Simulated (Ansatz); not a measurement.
# Ta3Ti: a trial structure relaxed

Aim: relax Ta3Ti from this start, TiAl3 (D0_22) type (I4/mmm, No. 139), and see where it ends.

Program: Ansatz 0.2.0. Level of theory: DFT PBE, scalar-relativistic, plane waves, PAW. These are calculated values, not measurements.

**1. The structure to begin with**

The structure is tetragonal, space group I4/mmm (No. 139). The conventional cell has a = 3.872 Å, b = 3.872 Å, c = 8.649 Å, α = 90.00°, β = 90.00°, γ = 90.00°. Around Ti (site symmetry 4/mmm) lie 12 Ta at 2.74 to 2.90 Å. Ta (site symmetry 4/mmm) is surrounded by 4 Ti at 2.74 Å and 8 Ta at 2.90 Å. Ta (site symmetry -4m2) is surrounded by 8 Ta at 2.74 to 2.90 Å and 4 Ti at 2.90 Å.

Coordinates:

```cif
data_structure
_symmetry_space_group_name_H-M 'P 1'
_symmetry_Int_Tables_number 1
_cell_length_a 5.1185
_cell_length_b 5.1185
_cell_length_c 5.1185
_cell_angle_alpha 135.550
_cell_angle_beta 135.550
_cell_angle_gamma 64.676
_cell_volume 64.84
loop_
_atom_site_label
_atom_site_type_symbol
_atom_site_fract_x
_atom_site_fract_y
_atom_site_fract_z
_atom_site_occupancy
Ti1 Ti 0.00000 0.00000 0.00000 1
Ta1 Ta 0.50000 0.50000 0.00000 1
Ta2 Ta 0.25000 0.75000 0.50000 1
Ta3 Ta 0.75000 0.25000 0.50000 1
```

(A quick probe on a coarse mesh, which set the mesh and smearing, is not shown.)

**3. Coarse relaxation**

input.yaml

```yaml
crystal:
  lattice:
    - [-1.9360283801, 1.9360283801, 4.324634823]
    - [1.9360283801, -1.9360283801, 4.324634823]
    - [1.9360283801, 1.9360283801, -4.324634823]
  atoms:
    - { symbol: Ti, position: [0.0, 0.0, 0.0] }
    - { symbol: Ta, position: [0.5, 0.5, 0.0] }
    - { symbol: Ta, position: [0.25, 0.75, 0.5] }
    - { symbol: Ta, position: [0.75, 0.25, 0.5] }
basis:
  ecutwfc: 420
kpoints:
  mp_grid: { grid: [6, 6, 6] }
hamiltonian:
  xc: pbe
scf:
  occupations: { method: gaussian, width: 0.1 }
  lower_state_search: "off"
output:
  forces: true
  stress: true
  eigenvalues: true
relax:
  adjacent_minimum: "off"
  f_tol: 0.04
  max_steps: 70
  cell: { stress_tol: 0.4 }
```

Command:

```
$ ansatz run input.yaml --threads 1 --pin off --max-ram 2560MiB --backend cpu --events-out ev --progress --plain --runs-dir out
```

Further runs follow: full relaxation.

What does the calculation give?

**Answer**, as computed:

Formation energies count from the elements, computed with the same settings in runs not shown here.

```
                          quantity                                                                      value
               cell (conventional)  a = 3.945 Å, b = 3.945 Å, c = 9.357 Å, α = 90.00°, β = 90.00°, γ = 90.00°
                       space group                                                           I4/mmm (No. 139)
                            volume                                                              18.20 Å³/atom
                   gap on the mesh                                                               none (metal)
formation energy from the elements                                                             +0.148 eV/atom
```

**Reading.** The space group stayed I4/mmm, and from the first guess the volume went from 16.21 to 18.20 Å³/atom. The formation energy of +0.15 eV/atom is positive, so the elements lie lower than this structure; another structure of the compound can lie lower. The runs treat Ta without spin-orbit coupling.
